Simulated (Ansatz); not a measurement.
Predict the output of the script below (the Ansatz DFT code, driven from Python).

`c2h4nsi.py`
```python
from dataclasses import dataclass
import warnings

import ansatz as az
from ase import Atoms


@dataclass(frozen=True)
class RunConfig:
    basis: str = "cc-pVDZ"
    xc: str = "HF"
    fmax: float = 0.02


cfg = RunConfig()

warnings.simplefilter("ignore", az.DeckWarning)

atoms = Atoms(["C", "Si", "C", "N", "H", "H", "H", "H"], positions=[
    (-0.6214, 0.8675, -0.3286),
    (0.06, -0.2988, 0.8447),
    (1.5108, -1.2026, 0.146),
    (2.5457, -1.7463, -0.2689),
    (0.0771, 1.6313, -0.6979),
    (-1.49, 1.4862, 0.1208),
    (-1.0431, 0.4093, -1.2211),
    (-0.9469, -1.2036, 1.3491),
])

first = (
    az.Crystal.molecule_from_ase(atoms).calculation()
    .basis(gaussian=cfg.basis)
    .functional(cfg.xc)
    .spin("collinear", total=1)
    .relax(force_tolerance=cfg.fmax, max_steps=80)
)
atoms.positions = first.run().report["positions_ang"]

start = atoms.get_dihedral(2, 1, 0, 4)
energies = {}
for turn in range(0, 121, 20):
    turned = atoms.copy()
    turned.set_dihedral(2, 1, 0, 4, start + turn, indices=[0, 4, 5, 6])
    calc = (
        az.Crystal.molecule_from_ase(turned).calculation()
        .basis(gaussian=cfg.basis)
        .functional(cfg.xc)
        .spin("collinear", total=1)
    )
    energies[round((start + turn) % 360)] = calc.run().report["free_energy_ev"]
floor = min(energies.values())
print("dihedral C2-Si1-C0-H4 (deg)   E - E(min) (kJ/mol)")
for angle, e in sorted(energies.items()):
    print(f"{angle:8d} {96.485332 * (e - floor):14.3f}  " + "#" * int(30 * (e - floor) / max(max(energies.values()) - floor, 1e-9)))
```

Output of `python c2h4nsi.py`:
```text
dihedral C2-Si1-C0-H4 (deg)   E - E(min) (kJ/mol)
       2          5.818  ##############################
      22          4.377  ######################
      42          1.479  #######
      62          0.020
     302          0.000
     322          1.430  #######
     342          4.334  ######################
```

Reading the output:
- The scan is rigid and the energies are electronic, in a modest basis. With rigid groups the curve can differ much from the relaxed path, the start wasn't checked as a minimum of this torsion, and equivalent turns needn't return to the same energy.
- The run takes the species as open-shell (spin multiplicity 2), which needn't be its ground state.
- The whole script took 29 s on 1 thread of Arm Neoverse V2, with other jobs on the host, peak memory 0.23 GiB.
